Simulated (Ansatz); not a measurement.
# TiRh3: properties at the relaxed cell

This session takes TiRh3 and sets out to see whether it has a gap, which orbitals make up the states near it and how charge is shared, compare with the cell as listed and fit an equation of state.

Program: Ansatz 0.2.0. Level of theory: DFT r2SCAN, scalar-relativistic, plane waves, PAW. These are calculated values, not measurements.

1 further run of the same task is left out (set aside as unsound or not needed).

## 1. Starting point

Symmetry: Pm-3m, No. 221, cubic system. Conventional cell: a = 3.821 Å, b = 3.821 Å, c = 3.821 Å, α = 90.00°, β = 90.00°, γ = 90.00°. Around Ti (site symmetry m-3m) lie 12 Rh at 2.70 Å. Rh (site symmetry 4/mmm) has 4 Ti at 2.70 Å and 8 Rh at 2.70 Å in its first shell of neighbours.

Coordinates:

```cif
data_structure
_symmetry_space_group_name_H-M 'Pm-3m'
_symmetry_Int_Tables_number 221
_cell_length_a 3.8206
_cell_length_b 3.8206
_cell_length_c 3.8206
_cell_angle_alpha 90.000
_cell_angle_beta 90.000
_cell_angle_gamma 90.000
_cell_volume 55.77
loop_
_atom_site_label
_atom_site_type_symbol
_atom_site_symmetry_multiplicity
_atom_site_Wyckoff_symbol
_atom_site_fract_x
_atom_site_fract_y
_atom_site_fract_z
_atom_site_occupancy
Ti1 Ti 1 a 0.00000 0.00000 0.00000 1
Rh1 Rh 3 c 0.00000 0.50000 0.50000 1
```

This cell was relaxed beforehand with the same method: volume 13.94 Å³/atom, gap on the mesh none (metal).

## 2. Bands, states and charges

input.yaml

```yaml
crystal:
  lattice:
    - [3.8205530334, 0.0, 0.0]
    - [0.0, 3.8205530334, 0.0]
    - [0.0, 0.0, 3.8205530334]
  atoms:
    - { symbol: Ti, position: [0.0, 0.0, 0.0] }
    - { symbol: Rh, position: [0.0, 0.5, 0.5] }
    - { symbol: Rh, position: [0.5, 0.0, 0.5] }
    - { symbol: Rh, position: [0.5, 0.5, 0.0] }
basis:
  ecutwfc: 500
kpoints:
  mp_grid: { grid: [12, 12, 12] }
  band_path:
    path:
      - [[0.0, 0.0, 0.0], [0.0, 0.5, 0.0], [0.5, 0.5, 0.0], [0.0, 0.0, 0.0], [0.5, 0.5, 0.5], [0.0, 0.5, 0.0]]
      - [[0.5, 0.5, 0.5], [0.5, 0.5, 0.0]]
    npoints: 14
hamiltonian:
  xc: r2scan
scf:
  occupations: { method: gaussian, width: 0.1 }
  n_extra_bands: 10
output:
  forces: true
  stress: true
  eigenvalues: true
  populations: true
  dos: { projected: true, de: 0.02, nscf_kmesh: { grid: [18, 18, 18] } }
  bader: true
```

Command:

```console
$ ansatz run input.yaml --threads 1 --pin off --max-ram 2560MiB --backend cpu --events-out ev --progress --plain --runs-dir out
```

Output:

```text
Warning: RAYON_NUM_THREADS=1 ignored (pool sized by the plan → 1); use --threads N
scf.n_extra_bands = 10 over 32 filled bands (N_el = 63.0): the run solves 42 bands
Engine: ansatz 0.2.0, aarch64-unknown-linux-gnu
Pseudopotentials: kind: paw
Pseudopotential: Ti, paw, valence charge 12, recommended cutoff 500 eV (meta_gga), Ti.paw.azcp
Pseudopotential: Rh, paw, valence charge 17, recommended cutoff 500 eV (meta_gga), Rh.paw.azcp
Functional definition: r2SCAN
  parameter k0 = 0.174
  parameter k1 = 0.065
  parameter a1 = 4.9479
  exchange = r2scan_x(k0 = k0, k1 = k1, a1 = a1)
  correlation = r2scan_c
Crystal: 4 atoms, lattice volume = 55.767 Å³
Basis set: ecut = 500 eV, 1365 PW (Γ), exchange–correlation on 120×120×120 points (64 copies of the dense FFT grid, shifted against one another)
Bands: 42, of which v1, the nominal top of the filled ones, is band 32 counted from 1 (31 counted from 0)
Symmetry: 48 space group operations
Space group: Pm-3m (ITA 221), of the structure as read, at distance tolerance 3.8e-5 Å
k-points: 84 of 1728
Non-local potential: Ti, projectors of the file, l = 0: 3, l = 1: 2, l = 2: 3, l = 3: 1
Non-local potential: Rh, projectors of the file, l = 0: 3, l = 1: 2, l = 2: 2, l = 3: 1
PAW form: soft (Blöchl's): semilocal exchange-correlation on the pseudo side does not see the compensation charge
PAW frozen core: Ti, regenerated for the run's functional (the file was generated under x = pbe(κ = 0.804, μ = 0.2195149727645171), c = pbe(β = 0.06672455060314922))
PAW frozen core: Rh, regenerated for the run's functional (the file was generated under x = pbe(κ = 0.804, μ = 0.2195149727645171), c = pbe(β = 0.06672455060314922))
PAW one-centre angular grid: Ti, 590 points (default); XC on 160 Gauss nodes
PAW one-centre angular grid: Rh, 590 points (default); XC on 160 Gauss nodes
Initial density: superposition of atomic densities (neutral atoms: chi_scale 0, normalization atom), corrected by the library's trained network
Initial wavefunctions: pseudopotential atomic-orbital guess
Functional: x = r2scan, c = r2scan; τ floored in thin density (d = 2e-4 eV/Å³)
SCF iter   1: F=—  HF=-21752.889753 eV  |F-HF|=—  |Δ(HF+E_count)|=         —  Δρ=2.65e-2  dr2=5.80e-1  dr2_τ=6.30e-2  ethr=1.77e-3  ⟨swp⟩=5.6  Hψ=12227  notcnv=0  defer=15
preconditioner: auto → Kerker (q_TF=auto, 2.784 Å⁻¹)  [metal: Δε(μ)=0.024 eV  Ē_g=7.567 eV  σ=0.100 eV  W_gap=0.13  n_scr=18 (ndim 8)  ℏωp=27.7 eV  f_vac=0.000  D(μ)=3.10/eV (n_scr^D=26)]
SCF iter   2: F=—  HF=-21752.903981 eV  |F-HF|=—  |Δ(HF+E_count)|=   1.42e-2  Δρ=1.82e-2  dr2=2.06e-1  dr2_τ=3.60e-2  ethr=9.21e-4  ⟨swp⟩=2.0  Hψ=4814  notcnv=0  defer=245
SCF iter   3: F=—  HF=-21752.895013 eV  |F-HF|=—  |Δ(HF+E_count)|=   8.97e-3  Δρ=6.61e-3  dr2=1.18e-2  dr2_τ=4.03e-4  ethr=3.27e-4  ⟨swp⟩=2.0  Hψ=3914  notcnv=0  defer=245
SCF iter   4: F=—  HF=-21752.895796 eV  |F-HF|=—  |Δ(HF+E_count)|=   7.82e-4  Δρ=2.25e-3  dr2=3.30e-3  dr2_τ=3.23e-4  ethr=1.87e-5  ⟨swp⟩=2.1  Hψ=4161  notcnv=0  defer=245
SCF iter   5: F=—  HF=-21752.895671 eV  |F-HF|=—  |Δ(HF+E_count)|=   1.24e-4  Δρ=3.24e-4  dr2=3.97e-5  dr2_τ=4.75e-6  ethr=5.24e-6  ⟨swp⟩=1.0  Hψ=3318  notcnv=0  defer=245
SCF iter   6: F=—  HF=-21752.895696 eV  |F-HF|=—  |Δ(HF+E_count)|=   2.45e-5  Δρ=2.51e-4  dr2=7.45e-5  dr2_τ=1.90e-6  ethr=6.30e-8  ⟨swp⟩=2.0  Hψ=5742  notcnv=0  defer=245
SCF iter   7: F=—  HF=-21752.895692 eV  |F-HF|=—  |Δ(HF+E_count)|=   3.84e-6  Δρ=3.15e-5  dr2=1.30e-6  dr2_τ=3.55e-8  ethr=6.30e-8  ⟨swp⟩=1.1  Hψ=3333  notcnv=0  defer=245
SCF iter   8: F=—  HF=-21752.895692 eV  |F-HF|=—  |Δ(HF+E_count)|=   9.53e-8  Δρ=1.74e-5  dr2=3.57e-7  dr2_τ=8.34e-9  ethr=2.06e-9  ⟨swp⟩=1.3  Hψ=3329  notcnv=0  defer=245
SCF iter   9: F=-21752.895692 eV  HF=-21752.895692 eV  |F-HF|=1.74e-9  |Δ(HF+E_count)|=   2.31e-8  Δρ=2.17e-6  dr2=4.93e-9  dr2_τ=1.20e-10  ethr=1.59e-10  ⟨swp⟩=8.8  Hψ=12596  notcnv=0
SCF 1 converged in 9 iterations: F = -21752.895692 eV  dr2 = 4.93e-9
NSCF: frozen V_eff on 86 k-points
NSCF: frozen V_eff on 220 k-points
SCF converged after 9 iterations
Free energy (F): -21752.895692 eV
Harris-Foulkes:  -21752.895692 eV  (|F-HF|=1.74e-9)
Internal energy: -21752.879064 eV  (E = F + TS)
E sigma→0 (E₀):  -21752.887378 eV
Entropy (-TS):   -0.016628 eV (-4.157 meV/atom)
Fermi energy:    20.467692 eV
--- Per-component energies (eV) ---
  E_band       = -470.063016
  E_kinetic    = 1995.573708
  E_local      = -5574.099532  (includes V_loc(G=0)·N_el)
  E_nonlocal   = 1071.046495
  E_hartree    = 2023.530165
  E_xc         = -745.896009
  E_vxc        = -1079.716884  (∫ρ·V_xc dr)
  E_paw        = -11868.801966  (= ΣΔE_a)
  E_vpaw       = -1003.551008  (= ΣTr[D̂ρ^β])
  E_aug_tail   = 0.002391  (compensation charges beyond the density's cutoff)
  E_vtau       = 73.622035  (kinetic-family band-sum trace: ∫τ·v_τ [+ j·A + Jᵃ·Aᵃ] dr)
  E_ewald      = -8652.870980
  E_core_change = -1.363335  (= ΣΔE_core)
  E_smearing   = -0.016628  (= −TS)
  E_closure    = -0.000000  (closes the sum)
  Σ components = -21752.895692   (vs F -21752.895692, Δ=0.00e0)
--- Forces (eV/Å), atoms counted from 1 ---
  atom   1  Ti    -0.00000000     0.00000000    -0.00000000
  atom   2  Rh     0.00000000     0.00000000     0.00000000
  atom   3  Rh    -0.00000000    -0.00000000     0.00000000
  atom   4  Rh    -0.00000000    -0.00000000     0.00000000
  max |Σ_I F_I| component: 7.34e-29 eV/Å
--- Stress (GPa, compression-positive) ---
       -0.000680       0.000000       0.000000
        0.000000      -0.000680       0.000000
        0.000000       0.000000      -0.000680
  P = ⅓ Tr σ = -0.0007 GPa (-0.007 kbar)
--- Band table (eV; the first three rows and the last of 84) ---
  k-point 0: bands = ["-60.2213", "-60.1039", "-60.1039", "-38.9676", "-27.5109", "-27.5109", "-27.5109", "-27.2067", "-27.2067", "-27.2067", "-27.0044", "-27.0044", "-27.0044", "-14.1385", "-14.1385", "-14.1385", "12.8164", "14.4419", "14.8399", "14.8399", "15.1435", "15.1435", "15.1435", "18.2763", "18.2763", "18.2763", "20.1693", "20.1693", "21.3116", "21.8499", "21.8499", "21.8499", "23.2407", "23.2407", "23.8599", "23.8599", "23.8599", "24.2492", "24.2492", "24.2492", "33.1476", "33.1476"]
  k-point 1: bands = ["-60.2195", "-60.1057", "-60.1039", "-38.9677", "-27.5059", "-27.5059", "-27.5028", "-27.2083", "-27.2083", "-27.2073", "-27.0133", "-27.0080", "-27.0080", "-14.1413", "-14.1392", "-14.1392", "12.9130", "14.5038", "14.8848", "14.9157", "15.1812", "15.2038", "15.2038", "18.2161", "18.3089", "18.3089", "20.0941", "20.1814", "21.2355", "21.5188", "21.5188", "21.8502", "23.1096", "23.1911", "23.3924", "23.3924", "23.8567", "23.9445", "25.0005", "25.0005", "33.1101", "33.4017"]
  k-point 2: bands = ["-60.2143", "-60.1108", "-60.1038", "-38.9679", "-27.4916", "-27.4916", "-27.4790", "-27.2130", "-27.2130", "-27.2089", "-27.0392", "-27.0179", "-27.0179", "-14.1489", "-14.1409", "-14.1409", "13.1957", "14.6820", "15.0107", "15.1359", "15.2915", "15.3831", "15.3831", "18.0445", "18.3983", "18.3983", "19.8789", "20.2121", "20.7799", "20.7799", "21.0107", "21.8508", "22.5603", "22.9302", "22.9302", "23.0595", "23.3805", "23.8482", "26.0917", "26.0917", "32.9965", "33.7105"]
  k-point 83: bands = ["-60.1423", "-60.1423", "-60.1423", "-38.9653", "-27.6551", "-27.4804", "-27.4804", "-27.4804", "-27.0344", "-27.0344", "-27.0344", "-27.0126", "-27.0126", "-14.1513", "-14.1513", "-14.1513", "14.7851", "14.9752", "14.9752", "14.9752", "17.5265", "17.5265", "17.5265", "18.2341", "18.2341", "18.2341", "18.7888", "18.7888", "21.3916", "21.3916", "21.3916", "21.5495", "21.5495", "21.5495", "21.6575", "23.0780", "23.0780", "23.0780", "23.3820", "23.3820", "29.7870", "29.7870"]
--- Löwdin populations: 4 sites ---
  site symbol       q [e]
     0     Ti     11.5229
     1     Rh     17.0246
     2     Rh     17.0246
     3     Rh     17.0246
  spilling = 0.006403 (of n_electrons = 63.000000)
--- Bader charges: 4 sites ---
  site symbol  charge [e]  shift [e]
     0     Ti      1.5593     0.0040
     1     Rh     -0.5198     0.0013
     2     Rh     -0.5198     0.0013
     3     Rh     -0.5197     0.0013
  estimated error of the sums over rays = 2.6e-4 e
```

It took 89 s on 1 thread of Arm Neoverse V1, shared host; peak memory 0.68 GiB.

Per atom:

| atom | Löwdin electrons | Bader charge (e) | Bader volume (Å³) |
| --- | --- | --- | --- |
| Ti1 | 11.52 | +1.56 | 8.9 |
| Rh2 | 17.02 | -0.52 | 15.6 |
| Rh3 | 17.02 | -0.52 | 15.6 |
| Rh4 | 17.02 | -0.52 | 15.6 |

The Löwdin counts miss 0.40 of the 63 electrons, which the atomic orbitals do not span, so they are no charges.

From bands.tsv, the levels nearest the Fermi level at the path's corners, in eV from the Fermi level:

```tsv
point	band 28	band 29	band 30	band 31	band 32	band 33	band 34	band 35
Γ	-0.30	0.84	1.38	1.38	1.38	2.77	2.77	3.39
X	-1.31	-1.18	-1.18	-0.99	0.01	1.12	1.12	1.39
M	-1.68	-1.65	-1.65	-1.16	-0.88	-0.75	1.52	1.52
Γ	-0.30	0.84	1.38	1.38	1.38	2.77	2.77	3.39
R	-1.68	0.92	0.92	0.92	1.08	1.08	1.08	1.19
X	-1.31	-1.18	-1.18	-0.99	0.01	1.12	1.12	1.39
R	-1.68	0.92	0.92	0.92	1.08	1.08	1.08	1.19
M	-1.68	-1.65	-1.65	-1.16	-0.88	-0.75	1.52	1.52
```

Counts of states by energy window (eV from the Fermi level), total and by projection:

| from | to | total | Ti 3d | Rh 5s | Rh 4d |
| --- | --- | --- | --- | --- | --- |
| -7 | -6 | 0.35 | 0.00 | 0.21 | 0.02 |
| -6 | -5 | 2.76 | 0.18 | 0.59 | 1.77 |
| -5 | -4 | 6.75 | 0.52 | 0.49 | 5.42 |
| -4 | -3 | 4.73 | 0.32 | 0.13 | 4.16 |
| -3 | -2 | 5.49 | 0.38 | 0.28 | 4.66 |
| -2 | -1 | 6.59 | 0.74 | 0.27 | 5.43 |
| -1 | 0 | 4.25 | 0.61 | 0.16 | 3.15 |
| 0 | 1 | 2.50 | 0.35 | 0.08 | 1.88 |
| 1 | 2 | 4.13 | 2.69 | 0.10 | 1.21 |
| 2 | 3 | 4.72 | 2.95 | 0.28 | 1.33 |
| 3 | 4 | 1.56 | 0.58 | 0.41 | 0.36 |
| 4 | 5 | 0.78 | 0.19 | 0.18 | 0.09 |
| 5 | 6 | 1.17 | 0.20 | 0.30 | 0.11 |

Below -7 eV lie 32 or so more states.

## 3. The cell as listed, for comparison

input.yaml

```yaml
crystal:
  lattice:
    - [3.822, 0.0, 0.0]
    - [0.0, 3.822, 0.0]
    - [0.0, 0.0, 3.822]
  atoms:
    - { symbol: Ti, position: [0.0, 0.0, 0.0] }
    - { symbol: Rh, position: [0.0, 0.5, 0.5] }
    - { symbol: Rh, position: [0.5, 0.0, 0.5] }
    - { symbol: Rh, position: [0.5, 0.5, 0.0] }
basis:
  ecutwfc: 500
kpoints:
  mp_grid: { grid: [12, 12, 12] }
hamiltonian:
  xc: r2scan
scf:
  occupations: { method: gaussian, width: 0.1 }
output:
  forces: true
  stress: true
  eigenvalues: true
  populations: true
  write_density: true
  write_potential: true
  elf: true
  volumetric_format: npy
```

Command:

```console
$ ansatz run input.yaml --threads 1 --pin off --max-ram 2560MiB --backend cpu --events-out ev --progress --plain --runs-dir out
```

Output (excerpt; [...] marks lines left out):

```text
[...]
SCF converged after 9 iterations
Free energy (F): -21752.895631 eV
[...]
E sigma→0 (E₀):  -21752.887301 eV
Entropy (-TS):   -0.016660 eV (-4.165 meV/atom)
Fermi energy:    20.438638 eV
[...]
--- Forces (eV/Å), atoms counted from 1 ---
  atom   1  Ti    -0.00000000     0.00000000     0.00000000
  atom   2  Rh     0.00000000     0.00000000    -0.00000000
  atom   3  Rh    -0.00000000    -0.00000000    -0.00000000
  atom   4  Rh     0.00000000    -0.00000000    -0.00000000
[...]
--- Stress (GPa, compression-positive) ---
       -0.285801       0.000000       0.000000
        0.000000      -0.285801       0.000000
        0.000000       0.000000      -0.285801
  P = ⅓ Tr σ = -0.2858 GPa (-2.858 kbar)
--- Band table (eV; the first three rows and the last of 84) ---
[...]
--- Löwdin populations: 4 sites ---
  site symbol       q [e]
     0     Ti     11.5221
     1     Rh     17.0248
     2     Rh     17.0248
     3     Rh     17.0248
  spilling = 0.006405 (of n_electrons = 63.000000)
```

It took 31 s on 1 thread of Arm Neoverse V1, shared host; peak memory 0.54 GiB.

Per atom:

```csv
atom,Löwdin electrons
Ti1,11.52
Rh2,17.02
Rh3,17.02
Rh4,17.02
```

The Löwdin counts miss 0.40 of the 63 electrons, which the atomic orbitals do not span, so they are no charges.

Density in a lattice plane of the grid's cell (edges 3.82 and 3.82 Å, at 0.000 of the third edge), which holds Ti and Rh.

Ten even steps from '0' (0.18 e/Å³) to '9' (15.01 e/Å³):
```
664310000000000000001346
443210000000000000001234
221000000000000000000012
000000000000000000000000
000000000000000000000000
000000000011111000000000
000000000123332100000000
000000001345654310000000
000000012468886421000000
000000012579997521000000
000000012468886421000000
000000001345654310000000
000000000123332100000000
000000000011111000000000
000000000000000000000000
000000000000000000000000
221000000000000000000012
443210000000000000001234
664310000000000000001346
665310000000000000001356
```
Columns run along the first of these edges and rows up along the second, over one cell in 24 and 20 even steps from the bottom left corner. Atoms in the plane (fractional): Ti at (0.00, 0.00), Rh at (0.50, 0.50).

ELF in the same plane.

Ten even steps from '0' (0.00) to '9' (0.77):
```
025774111233333211147752
567763112333333321136776
887631123333333332113678
554211233333233333211245
111112333333333333321111
111223344566666544332211
222333346788888764333322
333333357899999875333333
333333367999999976333333
333333368999999986333333
333333367999999976333333
333333357899999875333333
222333346788888764333322
111223344566666544332211
111112333333333333321111
554211233333233333211245
887631123333333332113678
567763112333333321136776
025774111233333211147752
004774111233333211147740
```
Columns run along the first of these edges and rows up along the second, over one cell in 24 and 20 even steps from the bottom left corner. Atoms in the plane (fractional): Ti at (0.00, 0.00), Rh at (0.50, 0.50).

Both are smooth fields of the valence electrons: close to the nuclei they are not physical.

## 4. Volume × 0.97

input.yaml: that of step 3 with these lines changed.

```diff
@@ -2,5 +2,5 @@
   lattice:
-    - [3.822, 0.0, 0.0]
-    - [0.0, 3.822, 0.0]
-    - [0.0, 0.0, 3.822]
+    - [3.7819589499, 0.0, 0.0]
+    - [0.0, 3.7819589499, 0.0]
+    - [0.0, 0.0, 3.7819589499]
   atoms:
@@ -22,6 +22 @@
   eigenvalues: true
-  populations: true
-  write_density: true
-  write_potential: true
-  elf: true
-  volumetric_format: npy
```

Command:

```console
$ ansatz run input.yaml --threads 1 --pin off --max-ram 2560MiB --backend cpu --events-out ev --progress --plain --runs-dir out
```

Output (excerpt; [...] marks lines left out):

```text
Warning: RAYON_NUM_THREADS=1 ignored (pool sized by the plan → 1); use --threads N
[...]
[... 4 set-up lines as earlier in the session ...]
[...]
Crystal: 4 atoms, lattice volume = 54.094 Å³
Basis set: ecut = 500 eV, 1357 PW (Γ), exchange–correlation on 120×120×120 points (64 copies of the dense FFT grid, shifted against one another)
Bands: 38, of which v1, the nominal top of the filled ones, is band 32 counted from 1 (31 counted from 0)
[... 2 set-up lines as earlier in the session ...]
k-points: 84 of 1728
[...]
SCF iter   1: F=—  HF=-21752.836609 eV  |F-HF|=—  |Δ(HF+E_count)|=         —  Δρ=2.58e-2  dr2=5.16e-1  dr2_τ=6.73e-2  ethr=1.77e-3  ⟨swp⟩=5.3  Hψ=10353  notcnv=0
[...]
SCF iter   9: F=-21752.853906 eV  HF=-21752.853906 eV  |F-HF|=1.05e-9  |Δ(HF+E_count)|=   4.20e-9  Δρ=1.43e-6  dr2=1.10e-9  dr2_τ=1.02e-10  ethr=1.59e-10  ⟨swp⟩=3.9  Hψ=9444  notcnv=0
[...]
SCF converged after 9 iterations
Free energy (F): -21752.853906 eV
[...]
E sigma→0 (E₀):  -21752.846014 eV
Entropy (-TS):   -0.015784 eV (-3.946 meV/atom)
Fermi energy:    21.259500 eV
[...]
--- Forces (eV/Å), atoms counted from 1 ---
  atom   1  Ti    -0.00000000    -0.00000000    -0.00000000
  atom   2  Rh     0.00000000     0.00000000     0.00000000
  atom   3  Rh     0.00000000    -0.00000000     0.00000000
  atom   4  Rh     0.00000000    -0.00000000     0.00000000
[...]
--- Stress (GPa, compression-positive) ---
        8.239375       0.000000       0.000000
        0.000000       8.239375       0.000000
        0.000000       0.000000       8.239375
  P = ⅓ Tr σ = 8.2394 GPa (82.394 kbar)
--- Band table (eV; the first three rows and the last of 84) ---
[...]
```

Run time: 27 s. Hardware: 1 thread of Arm Neoverse V1, shared host; peak memory 0.55 GiB.

## 5. The cell scaled to 1.03 of its volume

input.yaml: that of step 4 with these lines changed.

```diff
@@ -2,5 +2,5 @@
   lattice:
-    - [3.7819589499, 0.0, 0.0]
-    - [0.0, 3.7819589499, 0.0]
-    - [0.0, 0.0, 3.7819589499]
+    - [3.8583827514, 0.0, 0.0]
+    - [0.0, 3.8583827514, 0.0]
+    - [0.0, 0.0, 3.8583827514]
   atoms:
```

Command:

```console
$ ansatz run input.yaml --threads 1 --pin off --max-ram 2560MiB --backend cpu --events-out ev --progress --plain --runs-dir out
```

Output (excerpt; [...] marks lines left out):

```text
[...]
SCF converged after 9 iterations
Free energy (F): -21752.858460 eV
[...]
E sigma→0 (E₀):  -21752.849724 eV
Entropy (-TS):   -0.017472 eV (-4.368 meV/atom)
Fermi energy:    19.722715 eV
[...]
--- Forces (eV/Å), atoms counted from 1 ---
  atom   1  Ti     0.00000000     0.00000000    -0.00000000
  atom   2  Rh     0.00000000    -0.00000000    -0.00000000
  atom   3  Rh     0.00000000    -0.00000000     0.00000000
  atom   4  Rh     0.00000000    -0.00000000     0.00000000
[...]
--- Stress (GPa, compression-positive) ---
       -6.928710       0.000000       0.000000
        0.000000      -6.928710       0.000000
        0.000000       0.000000      -6.928710
  P = ⅓ Tr σ = -6.9287 GPa (-69.287 kbar)
--- Band table (eV; the first three rows and the last of 84) ---
[...]
```

It took 26 s on 1 thread of Arm Neoverse V1, shared host; peak memory 0.56 GiB.

## 6. The cell scaled to 0.94 of its volume

input.yaml: that of step 5 with these lines changed.

```diff
@@ -2,5 +2,5 @@
   lattice:
-    - [3.8583827514, 0.0, 0.0]
-    - [0.0, 3.8583827514, 0.0]
-    - [0.0, 0.0, 3.8583827514]
+    - [3.7425606791, 0.0, 0.0]
+    - [0.0, 3.7425606791, 0.0]
+    - [0.0, 0.0, 3.7425606791]
   atoms:
```

Command:

```console
$ ansatz run input.yaml --threads 1 --pin off --max-ram 2560MiB --backend cpu --events-out ev --progress --plain --runs-dir out
```

Output (excerpt; [...] marks lines left out):

```text
Warning: RAYON_NUM_THREADS=1 ignored (pool sized by the plan → 1); use --threads N
[...]
[... 4 set-up lines as earlier in the session ...]
[...]
Crystal: 4 atoms, lattice volume = 52.421 Å³
Basis set: ecut = 500 eV, 1357 PW (Γ), exchange–correlation on 120×120×120 points (64 copies of the dense FFT grid, shifted against one another)
Bands: 38, of which v1, the nominal top of the filled ones, is band 32 counted from 1 (31 counted from 0)
[... 1 set-up line as earlier in the session ...]
Space group: Pm-3m (ITA 221), of the structure as read, at distance tolerance 3.7e-5 Å
k-points: 84 of 1728
[...]
SCF iter   1: F=—  HF=-21752.686811 eV  |F-HF|=—  |Δ(HF+E_count)|=         —  Δρ=2.49e-2  dr2=4.47e-1  dr2_τ=7.28e-2  ethr=1.77e-3  ⟨swp⟩=5.2  Hψ=10396  notcnv=0
[...]
SCF iter   8: F=-21752.718204 eV  HF=-21752.718204 eV  |F-HF|=5.33e-8  |Δ(HF+E_count)|=   5.12e-8  Δρ=8.87e-6  dr2=8.45e-8  dr2_τ=2.75e-9  ethr=1.59e-10  ⟨swp⟩=8.5  Hψ=12577  notcnv=0
[...]
SCF converged after 8 iterations
Free energy (F): -21752.718204 eV
[...]
E sigma→0 (E₀):  -21752.710735 eV
Entropy (-TS):   -0.014939 eV (-3.735 meV/atom)
Fermi energy:    22.102585 eV
[...]
--- Forces (eV/Å), atoms counted from 1 ---
  atom   1  Ti    -0.00000000    -0.00000000    -0.00000000
  atom   2  Rh     0.00000000     0.00000000     0.00000000
  atom   3  Rh     0.00000000    -0.00000000    -0.00000000
  atom   4  Rh     0.00000000     0.00000000    -0.00000000
[...]
--- Stress (GPa, compression-positive) ---
       18.032554       0.000000       0.000000
       -0.000000      18.032554       0.000000
        0.000000       0.000000      18.032554
  P = ⅓ Tr σ = 18.0326 GPa (180.326 kbar)
--- Band table (eV; the first three rows and the last of 84) ---
[...]
```

It took 23 s on 1 thread of Arm Neoverse V1, shared host; peak memory 0.55 GiB.

[end of part 1 of 2]
